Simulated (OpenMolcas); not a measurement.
# Mo²⁺ among point charges: CASSCF levels and susceptibility

Aim: the splitting of the states of Mo²⁺ in the field of 6 point charges, its lowest levels with spin-orbit coupling and its magnetic susceptibility.

Program: OpenMolcas 26.06. Level of theory: state-averaged CASSCF, spin-orbit coupling by RASSI with atomic mean-field integrals. These are calculated values, not measurements, unless marked.

1 further run of the same task is left out (it didn't finish).

## (1) The atom as given

| Item | Value |
| --- | --- |
| Species | Mo²⁺ (molybdenum, Z = 42, 40 electrons) |
| Basis | ANO-RCC-VTZP [7s6p4d2f1g], 68 functions |
| Scalar Hamiltonian | DKH2, point nucleus |
| Inactive shells | 1s 2s 2p 3s 3p 3d 4s 4p |
| Active space | 4 electrons in 5 orbitals (4d) |
| Some configurations of this space | 4d4 |
| Orbitals | optimised for each spin and parity, averaged over all roots |

The outer shells:

4d4
```
4d [↑ ][↑ ][↑ ][↑ ][  ]
```

The ion sits among 6 point charges of -1.1 e arranged as an octahedron (Oh), 1.83 Å from the ion. The active orbitals were held to one l.

Each step is its own input file, run in one work folder so that later steps find the files of earlier ones. Labels, J, g values, rates, χT and fits are worked out afterwards by a script from the matrices that RASSI stores. The input lists half of the charges; inversion (Group=XYZ) makes the rest.

## (2) One- and two-electron integrals

The input, a.inp:

```
&GATEWAY
Coord
1

Mo 0.0 0.0 0.0
Basis=ANO-RCC-VTZP
Group=XYZ
NoMove
AngMom=0.0 0.0 0.0
AMFI
XField
3 Angstrom 0
1.830000 0.000000 0.000000 -1.100000
0.000000 1.830000 0.000000 -1.100000
0.000000 0.000000 1.830000 -1.100000
&SEWARD
```

Launch:

```sh
OMP_NUM_THREADS=1 MOLCAS_MEM=1689 MOLCAS_PROJECT=a pymolcas a.inp > a.log
```

Standard output:

```text
Basis set label: MO.ANO-RCC...7S6P4D2F1G.

      Electronic valence basis set:
      ------------------
      Associated Effective Charge  42.000000 au
      Associated Actual Charge     42.000000 au
      Nuclear Model: Point charge

      Shell  nPrim  nBasis  Cartesian Spherical Contaminant
         s      21       7        X
         p      18       6        X
         d      13       4                 X
         f       6       2                 X
         g       4       1                 X
                  Relativistic Douglas-Kroll-Hess integrals:
                    - DKH order of Hamiltonian: 2
                    - DKH order of Properties : 0
                  Atomic mean-field integrals
```

## (3) CASSCF: quintets of even parity, 5 roots

The input, a.inp:

```
&RASSCF
FileOrb=start.orb
Symmetry=1
Spin=5
nActEl=4 0 0
Inactive=9 9
Ras2=5 0
CIRoot=5 5 1
SDav=5
CIMx=300
Iter=120 100
PrWF=0.3
OrbListing=Nothing
MaxOrb=0
SupSym
1
20 4 5 6 7 8 10 11 12 13 14 18 19 20 21 22 23 24 25 26 27
0
>>> COPY $Project.JobIph JOB001
```

start.orb holds the contracted functions of the basis, ordered by shell, or the orbitals of the step before.

Standard output (excerpt; [...] marks lines left out):

```text
[...]
      Number of active orbitals                  5
[...]
      Spin quantum number                      2.0
[...]
      Active orbitals                            5   0
[...]
      Number of CSFs                             5
      Number of root(s) required                 5
[...]
      Convergence after 11 iterations
[...]
      Natural orbitals and occupation numbers for root  1
      sym 1:   1.000000   1.000000   0.000000   1.000000   1.000000
      Natural orbitals and occupation numbers for root  2
      sym 1:   1.000000   1.000000   1.000000   1.000000   0.000000
      Natural orbitals and occupation numbers for root  3
      sym 1:   1.000000   1.000000   0.000000   1.000000   1.000000
::    RASSCF root number  1 Total energy:  -4048.82249305
::    RASSCF root number  2 Total energy:  -4048.82249305
::    RASSCF root number  3 Total energy:  -4048.75623807
::    RASSCF root number  4 Total energy:  -4048.75623807
::    RASSCF root number  5 Total energy:  -4048.75623807
```

## (4) CASSCF: triplets of even parity, 45 roots

The input, a.inp:

```
&RASSCF
FileOrb=start.orb
Symmetry=1
Spin=3
nActEl=4 0 0
Inactive=9 9
Ras2=5 0
CIRoot=45 45 1
SDav=45
CIMx=300
Iter=120 100
PrWF=0.3
OrbListing=Nothing
MaxOrb=0
SupSym
1
20 4 5 6 7 8 10 11 12 13 14 18 19 20 21 22 23 24 25 26 27
0
>>> COPY $Project.JobIph JOB002
```

Standard output (excerpt; [...] marks lines left out):

```text
[...]
      Number of active orbitals                  5
[...]
      Spin quantum number                      1.0
[...]
      Active orbitals                            5   0
[...]
      Number of CSFs                            45
      Number of root(s) required                45
[...]
      Convergence after 10 iterations
[...]
      Natural orbitals and occupation numbers for root  1
      sym 1:   1.955438   0.999996   0.030920   0.999995   0.013652
      Natural orbitals and occupation numbers for root  2
      sym 1:   0.999999   1.955441   0.030918   0.999991   0.013651
      Natural orbitals and occupation numbers for root  3
      sym 1:   0.999999   0.999991   0.013651   1.955441   0.030918
::    RASSCF root number  1 Total energy:  -4048.81440903
::    RASSCF root number  2 Total energy:  -4048.81440903
::    RASSCF root number  3 Total energy:  -4048.81440903
[...]
::    RASSCF root number 27 Total energy:  -4048.68281118
::    RASSCF root number 28 Total energy:  -4048.67849806
::    RASSCF root number 29 Total energy:  -4048.67849806
::    RASSCF root number 30 Total energy:  -4048.66114742
```

## (5) Reference wave functions, singlets of even parity, 50 roots

The input, a.inp:

```
&RASSCF
FileOrb=start.orb
Symmetry=1
Spin=1
nActEl=4 0 0
Inactive=9 9
Ras2=5 0
CIRoot=50 50 1
SDav=50
CIMx=300
Iter=120 100
PrWF=0.3
OrbListing=Nothing
MaxOrb=0
SupSym
1
20 4 5 6 7 8 10 11 12 13 14 18 19 20 21 22 23 24 25 26 27
0
>>> COPY $Project.JobIph JOB003
```

Launch:

```sh
OMP_NUM_THREADS=1 MOLCAS_MEM=1689 MOLCAS_PROJECT=a pymolcas a.inp > a.log
```

Standard output (excerpt; [...] marks lines left out):

```text
[...]
      Number of active orbitals                  5
[...]
      Spin quantum number                      0.0
[...]
      Active orbitals                            5   0
[...]
      Number of CSFs                            50
      Number of root(s) required                50
[...]
      Convergence after  9 iterations
[...]
      Natural orbitals and occupation numbers for root  1
      sym 1:   0.691851   1.759284   0.027171   1.476739   0.044954
      Natural orbitals and occupation numbers for root  2
      sym 1:   1.845830   1.330986   0.051623   0.752052   0.019509
      Natural orbitals and occupation numbers for root  3
      sym 1:   0.917900   1.088169   0.059496   1.921472   0.012963
::    RASSCF root number  1 Total energy:  -4048.78157122
::    RASSCF root number  2 Total energy:  -4048.78157122
::    RASSCF root number  3 Total energy:  -4048.78157122
[...]
::    RASSCF root number 27 Total energy:  -4048.65351798
::    RASSCF root number 28 Total energy:  -4048.64891490
::    RASSCF root number 29 Total energy:  -4048.62315121
::    RASSCF root number 30 Total energy:  -4048.62315121
```

## (6) RASSI: spin-orbit coupling between the states

The input, a.inp:

```
&RASSI
NrOfJobIphs=3 5 45 50
1 2 3 4 5
1 2 3 4 5 6 7 8 9 10 11 12 13 14 15 16 17 18 19 20 21 22 23 24 25 26 27
28 29 30 31 32 33 34 35 36 37 38 39 40 41 42 43 44 45
1 2 3 4 5 6 7 8 9 10 11 12 13 14 15 16 17 18 19 20 21 22 23 24 25 26 27
28 29 30 31 32 33 34 35 36 37 38 39 40 41 42 43 44 45 46 47 48 49 50
IphNames
JOB001
JOB002
JOB003
EJob
SpinOrbit
DIPRint=1.0
SOCoupling=1000.0
Subsets=2
Property=9
'ANGMOM' 1 'ANGMOM' 2 'ANGMOM' 3 'MLTPL  1' 1 'MLTPL  1' 2 'MLTPL  1' 3
'AMFI' 1 'AMFI' 2 'AMFI' 3
SOProperty=3
'ANGMOM' 1 'ANGMOM' 2 'ANGMOM' 3
```

Launch:

```sh
OMP_NUM_THREADS=1 MOLCAS_MEM=1689 MOLCAS_PROJECT=a pymolcas a.inp > a.log
```

Standard output (excerpt; [...] marks lines left out):

```text
SPIN-FREE ENERGIES:
  (Shifted by EMIN (a.u.) =      -4048.8224930530)
 SF State       Relative EMIN(au)   Rel lowest level(eV)    D:o, cm**(-1)      L_eff
     1             0.0000000000        0.0000000000              0.0000         1.9
     2             0.0000000000        0.0000000000              0.0000         1.9
     6             0.0080840212        0.2199774224           1774.2376         3.8
     7             0.0080840219        0.2199774414           1774.2377         3.8
     8             0.0080840219        0.2199774414           1774.2377         3.8
    51             0.0409218311        1.1135397524           8981.3038         4.6
    52             0.0409218311        1.1135397524           8981.3038         4.6
    53             0.0409218319        1.1135397738           8981.3040         4.6
    54             0.0452520890        1.2313720718           9931.6855         4.8
    55             0.0452520895        1.2313720866           9931.6857         4.8
[...]
Eigenvalues of complex Hamiltonian:
   -----------------------------------
  (Shifted by EMIN (a.u.) =      -4048.8224930530)
 SO State       Relative EMIN(au)   Rel lowest level(eV)    D:o, cm**(-1)     J-value
     1            -0.0029162235        0.0000000000              0.0000         2.5
     2            -0.0019858077        0.0253179046            204.2027         1.8
     3            -0.0019858078        0.0253179020            204.2027         2.6
     4            -0.0019858077        0.0253179023            204.2027         2.6
     5            -0.0011364751        0.0484294210            390.6096         2.3
     6            -0.0011364751        0.0484294195            390.6096         2.3
     7            -0.0006821010        0.0607935710            490.3332         2.3
     8            -0.0006821010        0.0607935710            490.3332         2.3
     9            -0.0006821009        0.0607935716            490.3332         2.3
    10            -0.0001786036        0.0744944318            600.8381         2.3
    11             0.0073897911        0.2804409450           2261.9088         3.2
[...]
```

These steps took 24 s in all on 1 thread, shared host.

States without spin-orbit coupling:

```tsv
state	degeneracy	E (cm-1)	free-ion L (%)
5E	2	0	D (100)
3T1	3	1774	H (40)
1T2	3	8981	G (52)
1E	2	9932	I (59)
3T1	3	13714	H (46)
3E	2	14117	H (87)
3T2	3	14366	F (56)
5T2	3	14541	D (100)
1A1	1	15224	G (42)
3A1	1	15976	G (100)
3A2	1	16489	F (100)
3E	2	19457	G (50)
1T2	3	20669	I (61)
1A2	1	20856	I (91)
1T1	3	22261	G (44)
3T1	3	24053	G (38)
1E	2	24555	D (50)
3T2	3	25788	D (37)
3T1	3	30348	F (45)
3T2	3	30657	H (52)
3E	2	31603	D (47)
1A1	1	33035	G (74)
1T1	3	34067	G (47)
1T2	3	34950	F (65)
```

With spin-orbit coupling:

```csv
E (cm-1),Degeneracy,Label,2S+1
0.0,1,A1,5
204.2,3,T1,5
390.6,2,E,5
490.3,3,T2,5
600.8,1,A2,5
2262,1,A1,3
2436,3,T1,3
2658,3,T2,3
2766,2,E,3
9403,3,T2,1
10349,2,E,1
13276,1,A1,3
13638,3,T1,3
14176,3,T1,3
14193,2,E,3
14239,3,T2,3
14652,3,T2,3
14724,2,E,3
14738,3,T1,3
14877,3,T2,3
15194,3,T1,5
15228,1,A1,5
15243,3,T2,5
15367,1,A2,3
```

The table of states holds 24 of 43 computed; the rest, higher up, is left out.

Powder χT (cm³ K/mol): 0.03 at 2 K, 0.09 at 5 K, 0.17 at 10 K, 0.35 at 20 K, 0.86 at 50 K, 1.57 at 100 K, 1.99 at 150 K, 2.22 at 200 K, 2.36 at 250 K, 2.45 at 300 K.

Orbitals of the lowest block (energies include the constant potential of the surroundings):

```tsv
shell	space	energy (hartree)	mean occupation	⟨r²⟩ (bohr²)
1s	inactive	-737.5555	2.000	0.00163
2s	inactive	-105.9843	2.000	0.0277
2p	inactive	-94.4395	6.000	0.0219
3s	inactive	-18.2955	2.000	0.208
3p	inactive	-14.3978	6.000	0.213
3d	inactive	-8.0388	10.000	0.206
4s	inactive	-1.7657	2.000	1.40
4p	inactive	-0.6070	6.000	1.73
4d	RAS2		4.000	4.28
```

## (7) Outcome

```
                                            quantity                           value
                                              method                          CASSCF
                              spin-free ground state  5E, 2-fold in its orbital part
first state of the same spin within the active space               5T2 at 14500 cm⁻¹
                                        lowest level                       1-fold A1
                                          next level                      204.2 cm⁻¹
                                         χT at 300 K                  2.45 cm³ K/mol
                           effective moment at 300 K                         4.43 μB
```

**Reading.** The spin-free ground state (5E) comes to 100 % from free-ion D terms and keeps the highest spin of the shell. χT at 300 K is 2.45, against 3.01 cm³ K/mol for the spin alone, so spin-orbit coupling lowers it. An active space of the d shell alone favours high spin; real ions in strong fields can be low spin. An orbital doublet at a regular site is open to a Jahn-Teller distortion, which this geometry leaves out. The field of point charges can differ much from that of real complexes. With metal d orbitals alone active, the gaps between spin states are rough; where two lie within a few thousand cm-1, their order is open. This is an electrostatic model: the charges have no orbitals.
